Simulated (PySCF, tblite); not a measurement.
# C₆H₁₄N₂OSi: infrared bands and NMR shifts

Wanted: the infrared bands and NMR shifts of C₆H₁₄N₂OSi (`C=C/C=C(\C)[Si](N)(N)OC`), by calculation.

The runs use tblite 0.8.0 and PySCF 2.14.0, with density-fitted response routines of our own; the level of theory stands in each step. All values are computed, except where a source is named. Atoms count from 0, in the outputs and in this text.

### Step 1. Starting geometry

24 atoms, charge 0, multiplicity 1; geometry from: GFN2-xTB.

Bonds of the start (Å): C0–C1 1.33, C1–C2 1.44, C2–C3 1.34, C3–C4 1.50, C3–Si5 1.89, Si5–N6 1.73, Si5–N7 1.73, Si5–O8 1.64, O8–C9 1.40, C0–H10 1.08, C0–H11 1.08, C1–H12 1.08, C2–H13 1.08, C4–H14 1.09, C4–H15 1.09, C4–H16 1.09, N6–H17 1.01, N6–H18 1.01, N7–H19 1.01, N7–H20 1.01, C9–H21 1.09, C9–H22 1.09, C9–H23 1.09.

### Step 2. Infrared spectrum with GFN2-xTB

Job settings and geometry (Å):

```
{"job": {"kind": "ir", "xc": "GFN2-xTB", "basis": "xTB"}, "charge": 0, "multiplicity": 1}
C      3.608384     0.363257     1.166480
C      2.765515    -0.133502     0.264726
C      1.329845    -0.053551     0.402970
C      0.391853    -0.519857    -0.434942
C      0.700741    -1.250736    -1.705599
Si    -1.440253    -0.293755    -0.027410
N     -2.011134    -1.803380     0.602948
N     -2.245696     0.189143    -1.483988
O     -1.731122     0.846499     1.110769
C     -1.532824     2.225979     0.991827
H      4.676560     0.298388     1.047812
H      3.255076     0.854287     2.059006
H      3.162771    -0.615268    -0.617729
H      1.001083     0.448039     1.305550
H      0.448969    -0.618697    -2.556610
H      0.082230    -2.144215    -1.764215
H      1.743863    -1.541934    -1.786326
H     -1.422900    -2.272611     1.272345
H     -2.964619    -1.834671     0.929206
H     -2.187795    -0.426591    -2.277911
H     -3.191000     0.527919    -1.395887
H     -2.101170     2.628327     0.150794
H     -0.476127     2.455056     0.835986
H     -1.873986     2.691636     1.917755
```

**Question.** This job is followed by: GIAO PBE0/pcSseg-1 NMR shielding, non-relativistic, gas phase. Predict these results of the whole session: strongest single infrared mode (GFN2-xTB); zero-point energy (GFN2-xTB); 13C shifts against TMS (PBE0/pcSseg-1); 1H shifts against TMS (PBE0/pcSseg-1, means over atoms taken as alike); 29Si shifts against TMS (PBE0/pcSseg-1); 15N shifts against NH3 (PBE0/pcSseg-1, means over atoms taken as alike); 17O shifts against H2O (PBE0/pcSseg-1).

As calculated:

```
                                                               quantity                                         value
                              strongest single infrared mode (GFN2-xTB)                          591 cm⁻¹, 268 km/mol
                                           zero-point energy (GFN2-xTB)                                122.1 kcal/mol
                                 13C shifts against TMS (PBE0/pcSseg-1)    144.5, 144.3, 139.0, 125.6, 53.4, 17.3 ppm
 1H shifts against TMS (PBE0/pcSseg-1, means over atoms taken as alike)  7.09, 6.48, 5.55, 5.52, 3.82, 1.98, 0.47 ppm
                                29Si shifts against TMS (PBE0/pcSseg-1)                                     -33.5 ppm
15N shifts against NH3 (PBE0/pcSseg-1, means over atoms taken as alike)                                      26.9 ppm
                                 17O shifts against H2O (PBE0/pcSseg-1)                                      23.2 ppm
```

What this shows: No mode is imaginary among the 66: a minimum at this level. The strongest single mode, at 591 cm⁻¹, is carried by H18, H17, N6. Unscaled tight-binding wavenumbers are off by several per cent, some by more. Its intensities can rank the bands wrongly. At PBE0/pcSseg-1: Shielding is most anisotropic at C1 (span 244 ppm, paramagnetic term -209 ppm).
